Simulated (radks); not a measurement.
# Sb⁴⁺ in [Ar] 3d10 4s2 4p5.5 4d10 5s1 6s0.5: an all-electron calculation

What are the levels of the antimony ion Sb4+, how large are its shells, and how does its energy divide?

The numbers are computed with radks (a radial shooting solver on a logarithmic mesh, Libxc functionals) version 1 (Dirac Kohn-Sham, PW91, spin-unpolarised, spherical densities, point nucleus; open shells fill j = l - 1/2 first), except any that are marked as measured or tabulated.

### Step 1. What is computed

* element: antimony (Z = 51)
* charge: +4
* electrons: 47
* configuration: [Ar] 3d10 4s2 4p5.5 4d10 5s1 6s0.5

### Step 2. The run

The run's settings:

```text
Z 51
configuration [Ar] 3d10 4s2 4p5.5 4d10 5s1 6s0.5 5p0 5d0 7s0
relativity Dirac
functional pw91,pw91
spin unpolarised
j_filling energy
nucleus point
c 137.035999084
```

**Question.** What will this run give?

**Answer**, as computed:

```
                        quantity                   value
                    total energy     -6478.76372 hartree
exchange-correlation share of it                  2.62 %
                            −T/E                  1.0553
          highest occupied level       6s1/2, -24.302 eV
    most extended occupied level  6s1/2, <r> = 3.83 bohr
 radius at density 0.001 e/bohr³               4.02 bohr
    maxima of the radial density                       4
```

The radial density shows 4 maxima for 6 occupied principal shells; where shells overlap, one shows as a shoulder or not at all. −T/E is 1.055: with relativity the kinetic term as defined here no longer equals −E. This is not the tabulated ground configuration, so its levels and sizes aren't those of the ground state, and no measured value stands beside it.
